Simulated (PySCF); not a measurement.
Cl2GaSeH, in a box:

```
Cl Ga Se H
1.0
    12.00000    0.00000    0.00000
     0.00000   13.00000    0.00000
     0.00000    0.00000   13.00000
Cl Ga Se H
2 1 1 1
Direct
  0.60440 0.45042 0.62884
  0.42881 0.35456 0.42887
  0.49821 0.47572 0.50090
  0.46586 0.64587 0.45993
  0.39574 0.61657 0.37795
```

The cell isn't the ideal one: atoms moved at random, drawn with an rms of 0.05 Å.

Base run:

* Program: PySCF 2.14.0
* Functional: revPBE
* Dispersion: D4
* Potentials or basis: def2-svp (all-electron)
* k mesh: 1 × 1 × 1
* Occupations: fixed
* Spin: no spin polarisation

Its results: gap between the frontier levels 4.46 eV.

**Question.** After a change of settings the same cell gave: gap between the frontier levels 4.90 eV. Which change was it?
A. functional from revPBE to SCAN; dispersion from D4 to D3(BJ)
B. functional from revPBE to PBE50; dispersion from D4 to none
C. functional from revPBE to TM; dispersion from D4 to none

**Answer.** A.

Caveats: this is a molecule in a periodic box at the Γ point, so its band gap is the HOMO-LUMO gap; relativity is left out, which matters for the heavier elements; the basis of atomic orbitals isn't converged, which shifts pressures, moduli and gaps.

Runs at the PBE level aren't shown here.
